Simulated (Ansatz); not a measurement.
Hf2Pd2Se2Br2O3:

```
CELL_PARAMETERS angstrom
3.72613 0.00000 0.00000
-1.86306 3.22692 0.00000
0.00000 0.00000 17.00867
ATOMIC_POSITIONS crystal
Hf 0.66667 0.33333 0.93385
Hf 0.33333 0.66667 0.06615
Pd 0.00000 0.00000 0.30298
Pd 0.00000 0.00000 0.69702
Se 0.33333 0.66667 0.22649
Se 0.66667 0.33333 0.77351
Br 0.66667 0.33333 0.39862
Br 0.33333 0.66667 0.60138
O 0.33333 0.66667 0.92689
O 0.66667 0.33333 0.07311
O 0.00000 0.00000 0.00000
```

The cell was built by a generator and needn't be a form met in nature.

```yaml
Program: Ansatz 0.2.0
Task: relaxation of cell and atoms
Functional: r2SCAN
Dispersion: D4
Potentials_or_basis: Ansatz PAW
Cutoff: "500 eV (not typed: the program's choice for these potentials)"
k_mesh: 6 × 6 × 2
Occupations: fermi-dirac, width 0.05 eV
Spin: no spin polarisation
```

At the start: volume 18.59 Å³/atom.

Task: Where does the relaxation end?

Result: It ends after 6 steps and the volume is 17.53 Å³/atom (-5.7 %); space group P-3m1 (No. 164, to 0.05 Å).

The path:
| step | energy change (eV) | largest force (eV/Å) | volume (Å³) |
| --- | --- | --- | --- |
| 1 | 0.0000 | 0.2144 | 204.51 |
| 2 | -0.0491 | 0.5436 | 190.03 |
| 3 | -0.1095 | 0.0962 | 192.55 |
| 4 | -0.1129 | 0.0278 | 192.73 |
| 5 | -0.1130 | 0.0082 | 192.88 |
| 6 | -0.1077 | 0.0080 | 192.88 |

Final structure:
```yaml
crystal:
  lattice:
    - [3.68419, 0.00000, 0.00000]
    - [-1.84209, 3.19060, 0.00000]
    - [0.00000, 0.00000, 16.40844]
  atoms:
    - { symbol: Hf, position: [0.66667, 0.33333, 0.93104] }
    - { symbol: Hf, position: [0.33333, 0.66667, 0.06896] }
    - { symbol: Pd, position: [0.00000, 0.00000, 0.31194] }
    - { symbol: Pd, position: [0.00000, 0.00000, 0.68806] }
    - { symbol: Se, position: [0.33333, 0.66667, 0.23148] }
    - { symbol: Se, position: [0.66667, 0.33333, 0.76852] }
    - { symbol: Br, position: [0.66667, 0.33333, 0.41069] }
    - { symbol: Br, position: [0.33333, 0.66667, 0.58931] }
    - { symbol: O, position: [0.33333, 0.66667, 0.92459] }
    - { symbol: O, position: [0.66667, 0.33333, 0.07541] }
    - { symbol: O, position: [0.00000, 0.00000, 0.00000] }
```

Caveat: the plane-wave basis is chosen anew once the cell has moved, so the energies of steps on either side of that aren't comparable; the PAW data sets come from PBE, with cores solved anew for the run's functional, which leaves a small shift of forces and pressure.
